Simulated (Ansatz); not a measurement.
# Rhenium, dhcp under r²SCAN: from relaxation to bulk modulus

What does r²SCAN give for rhenium in the dhcp structure? We relax it, solve it on a dense k-mesh, then scale the cell to 7 volumes from 88 to 112 % of the relaxed one and try a fit of the equation of state. Spin polarisation is left out. The k-meshes are 13×13×4 for the relaxation; 17×17×5 for the dense run; 15×15×4 for the volumes.

Program: Ansatz 0.2.0. Level of theory: DFT r2SCAN, plane waves (500 eV) with PAW, scalar-relativistic; PAW files made under PBE, frozen cores solved again for the functional. These are calculated values, not measurements.

## (1) The system as given

It takes space group P6_3/mmc (No. 194, hexagonal). The conventional cell has a = 2.751 Å, b = 2.751 Å, c = 8.983 Å, α = 90.00°, β = 90.00°, γ = 120.00°. Re (site symmetry -3m) is surrounded by 12 Re at 2.75 Å. Re (site symmetry -6m2) is surrounded by 12 Re at 2.75 Å.

Structure file:

```
Re
1.0
     2.75052    0.00000    0.00000
    -1.37526    2.38202    0.00000
     0.00000    0.00000    8.98319
Re
4
Direct
  0.00000 0.00000 0.00000
  0.00000 0.00000 0.50000
  0.33333 0.66667 0.25000
  0.66667 0.33333 0.75000
```

## (2) Geometry optimisation

input.yaml

```yaml
crystal:
  lattice:
    - [2.7505166939, 0.0, 0.0]
    - [-1.3752583469, 2.3820173304, 0.0]
    - [0.0, 0.0, 8.9831875222]
  atoms:
    - { symbol: Re, position: [0.0, 0.0, 0.0] }
    - { symbol: Re, position: [0.0, 0.0, 0.5] }
    - { symbol: Re, position: [0.3333333333, 0.6666666667, 0.25] }
    - { symbol: Re, position: [0.6666666667, 0.3333333333, 0.75] }
hamiltonian:
  xc: r2scan
  pseudopotentials:
    kind: paw
    azcp:
      Re: "pseudopotentials/Re.paw.azcp"
basis:
  ecutwfc: 500
  fft_grid_basis: typed
kpoints:
  mp_grid: { grid: [13, 13, 4], shift: [0, 0, 0] }
magnetization:
  spin_polarized: false
scf:
  occupations: { method: fermi_dirac, width: 0.1 }
relax:
  max_steps: 60
  f_tol: 0.01
  cell: {}
```

Launch:

```
$ ansatz run input.yaml --threads 1 --pin off --max-ram 3584MiB --backend cpu --events-out ev --progress --plain --runs-dir out
```

The runs that follow: The energy on a finer k-mesh; The cell scaled to 88 % of its volume; The cell scaled to 92 % of its volume; The cell scaled to 96 % of its volume; The cell scaled to 100 % of its volume; The cell scaled to 104 % of its volume; The cell scaled to 108 % of its volume; The cell scaled to 112 % of its volume.

**Question.** What will these runs give? Wanted: space group; conventional cell; volume; shortest distance; gap on the mesh; relative to hcp; highest ELF outside the cores; V₀, B₀, B₀′.

**Answer**, as computed:

| quantity | value |
| --- | --- |
| space group (spins left aside) | P6_3/mmc (No. 194) |
| conventional cell | a = 2.761 Å, c = 8.905 Å (c/a = 3.226) |
| volume | 14.693 Å³/atom |
| shortest distance | 2.738 Å |
| gap on the mesh | none (levels filled in part) |
| relative to hcp | -2 meV/atom |
| highest ELF outside the cores | 0.49, 1.48 Å from the nearest atom |
| V₀, B₀, B₀′ | 14.692 Å³/atom, 388 GPa, 4.4 |

What this shows: The relaxation shrank the cell by 0.1 % in volume. It lies 2 meV/atom below the element's reference form at the same level (hcp, from a run of its own), within what mesh and smearing can decide. No gap shows: it is a metal or semimetal at this level. The fitted modulus is 388 GPa, among the stiffest elements; letting shape and positions relax at each volume could only lower it. Relaxation kept the symmetry; phonons were not checked.
